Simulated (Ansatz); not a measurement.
**CH3BFN: taking an electron away**

How much energy removes an electron from CH3BFN at fixed geometry? The cation is run at each level and the neutral's energy taken from earlier runs.

Program: Ansatz 0.2.0, Gaussian basis. Level of theory: unrestricted cation, the program's frozen cores in correlated methods. These are calculated values, not measurements.

Plan: UKS PBE-D4/def2-TZVPP; UKS r2SCAN-D4/def2-TZVPP; UKS PBE0-D4/def2-TZVPP; UKS B3LYP-D4/def2-TZVPP; UKS wB97X-V/def2-TZVPP; UKS wB97M-V/def2-TZVPP; UKS B2PLYP/def2-TZVPP; UHF-CCSD(T)/def2-TZVPP; UHF-MP2/def2-QZVPP; extrapolation to the limit; then −ε(HOMO) from the neutral's earlier runs with LDA (SPW92), PBE-D4, revPBE-D4, BLYP-D4, r2SCAN-D4, B97M-V, PBE0-D4, B3LYP-D4, r2SCANh-D4, r2SCAN0-D4, HSE06-D4, BHLYP-D4, CAM-B3LYP-D4, LC-ωPBE, ωB97X-V, ωB97M-V.

### Step 1. The relaxed structure

An earlier PBE0-D4 in a triple-zeta def2 set relaxation fixed the geometry.

SMILES `FC1BN1`, 7 atoms, charge 0, spin multiplicity 1.

Atoms are counted from 1 here; the program's logs count them from 0.

Bond lengths: F1–C2 1.383 Å, C2–B3 1.547 Å, C2–N4 1.420 Å, C2–H5 1.087 Å, B3–N4 1.354 Å, B3–H6 1.181 Å, N4–H7 1.006 Å. Angles: F1–C2–B3 120.0°, F1–C2–N4 115.2°, F1–C2–H5 108.3°, B3–C2–N4 54.1°, B3–C2–H5 128.9°, N4–C2–H5 119.0°, C2–B3–N4 58.1°, C2–B3–H6 157.1°, N4–B3–H6 144.7°, C2–N4–B3 67.8°, C2–N4–H7 135.8°, B3–N4–H7 156.4°.

### Step 2. Cation, UKS PBE-D4/def2-TZVPP

Contents of in.yaml:

```yaml
crystal:
  periodic: [false, false, false]
  atoms:
    - {symbol: F, position_ang: [-0.676964, -1.661841, -0.329824]}
    - {symbol: C, position_ang: [-0.613748, -0.284551, -0.220007]}
    - {symbol: B, position_ang: [0.260259, 0.363761, 0.879715]}
    - {symbol: N, position_ang: [0.676791, 0.277408, -0.405680]}
    - {symbol: H, position_ang: [-1.456619, 0.139780, -0.760249]}
    - {symbol: H, position_ang: [0.559229, 0.711176, 1.968612]}
    - {symbol: H, position_ang: [1.312251, 0.386265, -1.178268]}
basis:
  gaussian: {orbitals: def2-TZVPP}
total_charge: 1
magnetization: {spin_polarized: true, initial_magnetization: 1}
hamiltonian: {xc: pbe, dispersion: d4}
```

Run with:

```bash
$ ansatz run in.yaml --threads 2 --pin off --events-out ev --progress --plain --max-ram 4352MiB
```

The runs that follow: Cation, UKS r2SCAN-D4/def2-TZVPP; Cation, UKS PBE0-D4/def2-TZVPP; Cation, UKS B3LYP-D4/def2-TZVPP; Cation, UKS wB97X-V/def2-TZVPP; Cation, UKS wB97M-V/def2-TZVPP; Cation, UKS B2PLYP (frozen core)/def2-TZVPP; Cation, UHF-CCSD(T)/def2-TZVPP; Cation, UHF-MP2/def2-QZVPP.

Q: Predict the results of all the runs planned. Wanted: ionisation energy, CCSD(T)/CBS; nearest functional by difference; nearest −ε(HOMO); −ε(HOMO) of PBE; T1 of the cation.

As calculated:

| quantity | value |
| --- | --- |
| ionisation energy, CCSD(T)/CBS | 10.83 eV |
| nearest functional by difference | ωB97M-V (-0.22 eV) |
| nearest −ε(HOMO) | LC-ωPBE (-0.08 eV) |
| −ε(HOMO) of PBE | 6.50 eV |
| T1 of the cation | 0.029 |

What this shows: Energy differences with functionals land within 0.54 eV of the reference. −ε(HOMO) of PBE misses by 4.3 eV, since self-interaction lifts the level. Among orbital estimates LC-ωPBE comes nearest. Hartree-Fock falls 0.91 eV short, as the neutral has more correlation energy than the cation.
